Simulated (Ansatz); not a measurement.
**ClF3OW: up Jacob's ladder to CCSD(T)**

One table from this session's results is given with a row withheld; the runs are named, their logs left out.

Method: functionals in def2-TZVPP, the program's frozen cores in correlated methods; program: Ansatz 0.2.0, Gaussian basis.

Plan: LDA (SPW92), PBE-D4, revPBE-D4, BLYP-D4, r2SCAN-D4, B97M-V, PBE0-D4, B3LYP-D4, r2SCANh-D4, r2SCAN0-D4, HSE06-D4, BHLYP-D4, CAM-B3LYP-D4, LC-ωPBE, ωB97X-V, ωB97M-V, B2PLYP, PBE-QIDH; CCSD(T)/def2-SVP; CCSD(T)/def2-TZVPP; MP2/def2-QZVPP; extrapolation to the limit; RPA on PBE.

## The relaxed structure

An earlier PBE0-D4 in a triple-zeta def2 set relaxation fixed the geometry. W takes the def2 core potential; no spin-orbit term is included.

SMILES `[O]=[W]([F])([F])([F])[Cl]`, 6 atoms, charge 0, spin multiplicity 1.

Atoms are counted from 1 here; the program's logs count them from 0.

Bond lengths: O1–W2 1.670 Å, W2–F3 1.851 Å, W2–F4 1.851 Å, W2–F5 1.852 Å, W2–Cl6 2.271 Å. Angles: O1–W2–F3 103.0°, O1–W2–F4 103.0°, O1–W2–F5 107.8°, O1–W2–Cl6 106.1°, F3–W2–F4 153.9°, F3–W2–F5 84.8°, F3–W2–Cl6 87.7°, F4–W2–F5 84.8°, F4–W2–Cl6 87.7°, F5–W2–Cl6 146.1°.

Set-up of the first run:

in.yaml reads:

```yaml
crystal:
  periodic: [false, false, false]
  atoms:
    - {symbol: O, position_ang: [-0.310343, -1.609218, 0.574433]}
    - {symbol: W, position_ang: [0.026816, -0.087573, -0.025466]}
    - {symbol: F, position_ang: [1.563771, 0.388206, 0.888860]}
    - {symbol: F, position_ang: [-1.292898, 0.158550, -1.299187]}
    - {symbol: F, position_ang: [1.156370, -0.289718, -1.478953]}
    - {symbol: Cl, position_ang: [-1.101616, 1.375752, 1.294112]}
basis:
  gaussian: {orbitals: def2-TZVPP}
hamiltonian: {xc: lda}
output: {orbitals: {seedname: orbitals}}
```

The run is started by

```console
$ ansatz run in.yaml --threads 4 --pin off --events-out ev --progress --plain --max-ram 10444MiB
```

Among the steps run: LDA; PBE-D4 (GGA); revPBE-D4 (GGA); BLYP-D4 (GGA); r2SCAN-D4 (meta-GGA); B97M-V (meta-GGA); B3LYP-D4 (hybrid); r2SCANh-D4 (hybrid); r2SCAN0-D4 (hybrid); HSE06-D4 (hybrid); BHLYP-D4 (hybrid); CAM-B3LYP-D4 (range-separated); LC-ωPBE (range-separated); ωB97X-V (range-separated); ωB97M-V (range-separated); B2PLYP (double hybrid); PBE-QIDH (double hybrid).

One of the session's tables, all rows but one given; the rest of the session is left out.

It belongs to the step «Frontier levels by functional». 

| functional | HOMO (eV) | LUMO (eV) | gap (eV) |
| --- | --- | --- | --- |
| LDA (SPW92) | -8.94 | -5.18 | 3.77 |
| PBE-D4 | -8.72 | -4.90 | 3.83 |
| revPBE-D4 | -8.64 | -4.79 | 3.85 |
| BLYP-D4 | -8.58 | -4.81 | 3.77 |
| r2SCAN-D4 | ? | ? | ? |
| B97M-V | -9.22 | -4.89 | 4.33 |
| PBE0-D4 | -10.25 | -4.24 | 6.02 |
| B3LYP-D4 | -9.97 | -4.47 | 5.50 |
| r2SCANh-D4 | -9.69 | -4.66 | 5.04 |
| r2SCAN0-D4 | -10.53 | -4.24 | 6.29 |
| HSE06-D4 | -9.85 | -4.62 | 5.23 |
| BHLYP-D4 | -11.64 | -3.39 | 8.25 |
| CAM-B3LYP-D4 | -11.63 | -3.15 | 8.48 |
| LC-ωPBE | -13.01 | -1.91 | 11.11 |
| ωB97X-V | -12.64 | -1.99 | 10.65 |
| ωB97M-V | -12.50 | -2.01 | 10.49 |

Q: Estimate the row for r2SCAN-D4 from the others.

Worked estimate for «HOMO (eV)». Against the share of exact exchange, r2SCANh-D4 (0.1, -9.69), r2SCAN0-D4 (0.25, -10.53) give a slope of -5.60 per unit share; at 0 the line stands at -9.13.

**Answer.** HOMO (eV): -9.14; LUMO (eV): -4.92; gap (eV): 4.21. In «HOMO (eV)» the line misses by +0.01.
